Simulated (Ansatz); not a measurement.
# AlGaH₈Si₂: a ladder of functionals and wavefunction methods

An exercise on one series of results from a longer session: the logs are not shown, and one member is left open.

Computed with Ansatz 0.2.0, Gaussian basis. Level: functionals in def2-TZVPP, the program's frozen cores in correlated methods.

Levels to be run: LDA (SPW92), PBE-D4, revPBE-D4, BLYP-D4, r2SCAN-D4, B97M-V, PBE0-D4, B3LYP-D4, r2SCANh-D4, r2SCAN0-D4, HSE06-D4, BHLYP-D4, CAM-B3LYP-D4, LC-ωPBE, ωB97X-V, ωB97M-V, B2PLYP, PBE-QIDH; CCSD(T)/def2-SVP; CCSD(T)/def2-TZVPP; MP2/def2-QZVPP; extrapolation to the limit; RPA on PBE.

### The geometry

An earlier PBE0-D4 in a triple-zeta def2 set relaxation fixed the geometry.

SMILES `[AlH2][SiH2][SiH2][GaH2]`, 12 atoms, charge 0, spin multiplicity 1.

Atoms are counted from 1 here; the program's logs count them from 0.

Bond lengths: Al1–Si2 2.438 Å, Al1–H5 1.588 Å, Al1–H6 1.588 Å, Si2–Si3 2.355 Å, Si2–H7 1.493 Å, Si2–H8 1.493 Å, Si3–Ga4 2.397 Å, Si3–H9 1.492 Å, Si3–H10 1.492 Å, Ga4–H11 1.572 Å, Ga4–H12 1.572 Å. Angles: Si2–Al1–H5 120.0°, Si2–Al1–H6 119.9°, H5–Al1–H6 119.8°, Al1–Si2–Si3 106.3°, Al1–Si2–H7 114.0°, Al1–Si2–H8 114.0°, Si3–Si2–H7 107.3°, Si3–Si2–H8 107.3°, H7–Si2–H8 107.5°, Si2–Si3–Ga4 106.5°, Si2–Si3–H9 107.8°, Si2–Si3–H10 107.8°, Ga4–Si3–H9 113.5°, Ga4–Si3–H10 113.4°, H9–Si3–H10 107.5°, Si3–Ga4–H11 120.3°, Si3–Ga4–H12 120.2°, H11–Ga4–H12 119.2°.

Set-up of the first run:

Input file in.yaml:

```yaml
crystal:
  periodic: [false, false, false]
  atoms:
    - {symbol: Al, position_ang: [-2.472577, 1.395550, 0.918814]}
    - {symbol: Si, position_ang: [-1.003798, 0.171802, -0.594265]}
    - {symbol: Si, position_ang: [1.006289, -0.185413, 0.579851]}
    - {symbol: Ga, position_ang: [2.460870, -1.379233, -0.905446]}
    - {symbol: H, position_ang: [-2.431169, 2.982615, 0.956339]}
    - {symbol: H, position_ang: [-3.384035, 0.604375, 1.950508]}
    - {symbol: H, position_ang: [-0.663588, 0.914987, -1.843258]}
    - {symbol: H, position_ang: [-1.527209, -1.167026, -0.996611]}
    - {symbol: H, position_ang: [0.679261, -0.938826, 1.825521]}
    - {symbol: H, position_ang: [1.539476, 1.147148, 0.988133]}
    - {symbol: H, position_ang: [2.417018, -2.949126, -0.967049]}
    - {symbol: H, position_ang: [3.379463, -0.596864, -1.912548]}
basis:
  gaussian: {orbitals: def2-TZVPP}
hamiltonian: {xc: lda}
output: {orbitals: {seedname: orbitals}}
```

The run is started by

```sh
$ ansatz run in.yaml --threads 4 --pin off --events-out ev --progress --plain --max-ram 10444MiB
```

Steps of the session up to this table: LDA; PBE-D4 (GGA); revPBE-D4 (GGA); BLYP-D4 (GGA); r2SCAN-D4 (meta-GGA); B97M-V (meta-GGA); PBE0-D4 (hybrid); B3LYP-D4 (hybrid); r2SCANh-D4 (hybrid); r2SCAN0-D4 (hybrid); HSE06-D4 (hybrid); BHLYP-D4 (hybrid); CAM-B3LYP-D4 (range-separated); LC-ωPBE (range-separated); ωB97X-V (range-separated); ωB97M-V (range-separated); B2PLYP (double hybrid); PBE-QIDH (double hybrid).

One of the session's tables, all rows but one given; the rest of the session is left out.

It belongs to the step «Frontier levels by functional». 

```
  functional  HOMO (eV)  LUMO (eV)  gap (eV)
 LDA (SPW92)      -6.12      -3.32      2.80
      PBE-D4      -6.02      -3.09      2.94
   revPBE-D4      -5.98      -2.98      3.00
     BLYP-D4      -5.86      -2.96      2.90
   r2SCAN-D4      -6.23      -2.90      3.33
      B97M-V      -6.34      -3.10      3.24
     PBE0-D4      -6.94      -2.35      4.59
    B3LYP-D4          ?          ?         ?
  r2SCANh-D4      -6.57      -2.64      3.93
  r2SCAN0-D4      -7.08      -2.26      4.82
    HSE06-D4      -6.57      -2.71      3.85
    BHLYP-D4      -7.76      -1.56      6.20
CAM-B3LYP-D4      -8.08      -1.42      6.66
     LC-ωPBE      -9.30      -0.36      8.94
     ωB97X-V      -9.01      -0.48      8.53
     ωB97M-V      -8.78      -0.72      8.06
```

Q: Estimate the row for B3LYP-D4 from the others.

Worked estimate for «HOMO (eV)». Against the share of exact exchange, BLYP-D4 (0, -5.86), BHLYP-D4 (0.5, -7.76) give a slope of -3.80 per unit share; at 0.2 the line stands at -6.62.

**Answer.** HOMO (eV): -6.76; LUMO (eV): -2.54; gap (eV): 4.22. In «HOMO (eV)» the line misses by +0.14.
